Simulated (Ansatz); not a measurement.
# C14H8O2: the cost of one run

The runs use Ansatz 0.2.0, Gaussian basis; the settings change from run to run.

4 further runs of the same task are left out: 4 that didn't finish. Runs told in other sessions of the task aren't counted.

## (1) The geometry

The geometry comes from an earlier relaxation with PBE0-D4/def2-SVP; it is a stationary point, not always the lowest conformer.

24 atoms, charge 0, spin multiplicity 1.

Atoms are counted from 1 here; the program's logs count them from 0.

Bond lengths: C1–C2 1.405 Å, C1–C6 1.393 Å, C1–H17 1.092 Å, C2–C3 1.389 Å, C2–H18 1.092 Å, C3–C4 1.400 Å, C3–H19 1.091 Å, C4–C5 1.422 Å, C4–C16 1.426 Å, C5–C6 1.386 Å, C5–O7 1.367 Å, C6–H20 1.091 Å, O7–C8 1.351 Å, C8–C9 1.426 Å, C8–C16 1.365 Å, C9–C10 1.400 Å, C9–C14 1.422 Å, C10–C11 1.389 Å and more. Angles: C2–C1–C6 121.4°, C2–C1–H17 119.4°, C6–C1–H17 119.2°, C1–C2–C3 121.3°, C1–C2–H18 119.2°, C3–C2–H18 119.5°, C2–C3–C4 118.3°, C2–C3–H19 121.2°, C4–C3–H19 120.5°, C3–C4–C5 119.4°, C3–C4–C16 138.2°, C5–C4–C16 102.4°, C4–C5–C6 122.5°, C4–C5–O7 112.5°, C6–C5–O7 125.1°, C1–C6–C5 117.1°, C1–C6–H20 122.1°, C5–C6–H20 120.8° and more.

## (2) B2GP-PLYP/6-31G

The input, in.yaml:

```yaml
crystal:
  periodic: [false, false, false]
  atoms:
    - {symbol: C, position_ang: [-4.187632, 0.627487, 0.579350]}
    - {symbol: C, position_ang: [-4.089454, -0.082748, -0.628378]}
    - {symbol: C, position_ang: [-2.857217, -0.468238, -1.141812]}
    - {symbol: C, position_ang: [-1.703495, -0.129662, -0.424212]}
    - {symbol: C, position_ang: [-1.827073, 0.590140, 0.795798]}
    - {symbol: C, position_ang: [-3.054753, 0.975779, 1.311301]}
    - {symbol: O, position_ang: [-0.616636, 0.845273, 1.376771]}
    - {symbol: C, position_ang: [0.292470, 0.295327, 0.541620]}
    - {symbol: C, position_ang: [1.703495, 0.129563, 0.424254]}
    - {symbol: C, position_ang: [2.857238, 0.468451, 1.141688]}
    - {symbol: C, position_ang: [4.089521, 0.083721, 0.627821]}
    - {symbol: C, position_ang: [4.187633, -0.627561, -0.579303]}
    - {symbol: C, position_ang: [3.054756, -0.976049, -1.311147]}
    - {symbol: C, position_ang: [1.827059, -0.590520, -0.795583]}
    - {symbol: O, position_ang: [0.616648, -0.845315, -1.376759]}
    - {symbol: C, position_ang: [-0.292481, -0.295597, -0.541478]}
    - {symbol: H, position_ang: [-5.172726, 0.914484, 0.954237]}
    - {symbol: H, position_ang: [-5.001901, -0.337170, -1.172404]}
    - {symbol: H, position_ang: [-2.783635, -1.020365, -2.080433]}
    - {symbol: H, position_ang: [-3.117621, 1.527827, 2.250486]}
    - {symbol: H, position_ang: [2.783542, 1.020084, 2.080590]}
    - {symbol: H, position_ang: [5.001885, 0.336609, 1.172709]}
    - {symbol: H, position_ang: [5.172798, -0.913778, -0.954602]}
    - {symbol: H, position_ang: [3.117598, -1.527760, -2.250532]}
basis:
  gaussian: {orbitals: 6-31G}
hamiltonian: {xc: {name: B2GP-PLYP}}
scf: {omitted_lower_state_checks: [starts]}
```

Started as:

```sh
> ansatz run in.yaml --threads 4 --pin off --events-out ev --progress --plain --max-ram 6963MiB
```

What time and memory should one allow on 4 threads of Arm Neoverse V1, shared host?

About 11 s, with a peak of 0.69 GiB.
